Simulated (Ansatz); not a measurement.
**H4InNO (SMILES [NH2][InH][OH]): functionals against CCSD(T) at one geometry**

One table from this session's results is given with a row withheld; the runs are named, their logs left out.

Computed with Ansatz 0.2.0, Gaussian basis. Level: single points in def2-TZVPP.

Correlated methods freeze the cores. Filled d shells of the heavier atoms are correlated. Core potentials replace the inner electrons past krypton, and spin-orbit coupling is left out.

## The starting structure

SMILES `[NH2][InH][OH]`, 7 atoms, charge 0, spin multiplicity 1.

Atoms are counted from 1 here; the program's logs count them from 0.

Bond lengths: N1–In2 2.039 Å, N1–H4 1.170 Å, N1–H5 1.256 Å, In2–O3 1.938 Å, In2–H6 1.697 Å, O3–H7 0.920 Å. Angles: In2–N1–H4 112.0°, In2–N1–H5 109.3°, H4–N1–H5 102.3°, N1–In2–O3 109.7°, N1–In2–H6 142.1°, O3–In2–H6 108.2°, In2–O3–H7 122.1°.

As a file:

```xyz
7
charge 0, multiplicity 1
N    -0.8813    0.8467   -1.0182
In    0.0781    0.1864    0.6556
O     1.5023   -1.0289    0.1558
H    -0.8288    0.0683   -1.8903
H    -2.1151    0.9124   -0.7917
H     0.0403    0.2910    2.3491
H     2.0324   -1.4436    0.7823
```

Set-up of the first run:

File run/in.yaml:

```yaml
crystal:
  periodic: [false, false, false]
  atoms:
    - {symbol: N, position_ang: [-0.881300, 0.846700, -1.018200]}
    - {symbol: In, position_ang: [0.078100, 0.186400, 0.655600]}
    - {symbol: O, position_ang: [1.502300, -1.028900, 0.155800]}
    - {symbol: H, position_ang: [-0.828800, 0.068300, -1.890300]}
    - {symbol: H, position_ang: [-2.115100, 0.912400, -0.791700]}
    - {symbol: H, position_ang: [0.040300, 0.291000, 2.349100]}
    - {symbol: H, position_ang: [2.032400, -1.443600, 0.782300]}
basis:
  gaussian: {orbitals: def2-TZVPP}
correlation: {method: ccsd_t}
output: {forces: true}
```

No record of the launch command was kept for these runs.

Steps of the session up to this table: CCSD(T)/def2-TZVPP; PBE0-D4/def2-TZVPP; wB97M-V/def2-TZVPP; r2SCAN-D4/def2-TZVPP; PBE-D4/def2-TZVPP; wB97X-V/def2-TZVPP; SPW92/def2-TZVPP.

One of the session's tables, all rows but one given; the rest of the session is left out.

| method | RMS force component (eV/Å) | angle to CCSD(T) forces (°) | dipole (D) |
| --- | --- | --- | --- |
| CCSD(T) | 1.956 | reference | 1.99 |
| PBE0-D4 | 2.012 | 1.9 | 1.99 |
| wB97M-V | 2.021 | 2.0 | 2.04 |
| r2SCAN-D4 | ? | ? | ? |
| PBE-D4 | 1.943 | 6.1 | 1.77 |
| wB97X-V | 2.041 | 2.5 | 2.06 |
| SPW92 | 1.927 | 8.3 | 1.88 |

**Question.** Estimate the row for r2SCAN-D4.

The run gave: RMS force component (eV/Å): 1.970; angle to CCSD(T) forces (°): 1.1; dipole (D): 1.88. In the column «RMS force component (eV/Å)» it lies between CCSD(T) (1.956) and PBE0-D4 (2.012).
